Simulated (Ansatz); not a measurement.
# AlH7N2S: the cost of one run

Method: RKS PBE-D4/def2-SVP, in Ansatz 0.2.0.

## (1) The starting structure

Bond lengths: Al1–N3 1.920 Å, N3–H4 1.060 Å, N3–H5 1.060 Å, Al1–N6 1.920 Å, N6–H7 1.060 Å, N6–H8 1.060 Å, Al1–S9 2.560 Å, S9–H10 1.400 Å. Angles: Al1–N3–H4 120.0°, Al1–N3–H5 120.0°, H4–N3–H5 120.0°, N3–Al1–N6 120.0°, N3–Al1–S9 96.8°, N6–Al1–S9 101.3°, Al1–N6–H7 120.0°, Al1–N6–H8 120.0°, H7–N6–H8 120.0°, Al1–S9–H10 109.5°.

Coordinates:

```xyz
11

Al    0.0000    0.0000    0.0000
H     0.0000    0.0000    1.9100
N     1.6627    0.0000   -0.9600
H     2.1293   -0.9179   -1.2118
H     2.1141    0.9179   -1.2382
N    -1.6627    0.0000   -0.9600
H    -2.3316   -0.8164   -0.8614
H    -1.9118    0.8164   -1.5886
S     0.1147    2.4267    0.8072
H     0.6673    2.4659    2.0930
H     0.0463    0.9785    1.9592
```

## (2) Pulling towards end A

Springs on the bonds that form and break draw the guess towards this end; the thresholds are loose.

Input file input.yaml:

```yaml
crystal:
  periodic: [false, false, false]
  atoms:
    - { symbol: Al, position_ang: [0.0, 0.0, 0.0] }
    - { symbol: H, position_ang: [0.0, 0.0, 1.91] }
    - { symbol: "N", position_ang: [1.6627, 0.0, -0.96] }
    - { symbol: H, position_ang: [2.1293, -0.9179, -1.2118] }
    - { symbol: H, position_ang: [2.1141, 0.9179, -1.2382] }
    - { symbol: "N", position_ang: [-1.6627, 0.0, -0.96] }
    - { symbol: H, position_ang: [-2.3316, -0.8164, -0.8614] }
    - { symbol: H, position_ang: [-1.9118, 0.8164, -1.5886] }
    - { symbol: S, position_ang: [0.1147, 2.4267, 0.8072] }
    - { symbol: H, position_ang: [0.6673, 2.4659, 2.093] }
    - { symbol: H, position_ang: [0.0463, 0.9785, 1.9592] }
basis:
  gaussian: { orbitals: def2-SVP }
hamiltonian:
  xc: pbe
  dispersion: d4
relax:
  f_tol: 0.15
  max_steps: 25
  restrain:
    - { distance: [0, 8], at: 3.46, k: 30.0 }
    - { distance: [10, 1], at: 1.86, k: 30.0 }
    - { distance: [0, 1], at: 1.56, k: 30.0 }
    - { distance: [10, 8], at: 1.4, k: 30.0 }
```

Launch:

```bash
> ansatz run input.yaml --threads 2 --pin off --max-ram 3072MiB --backend cpu --events-out ev --progress --plain --runs-dir out
```

What time and memory should one allow on 2 threads of Arm Neoverse V1, shared host?

About 40 s, with a peak of 0.14 GiB.
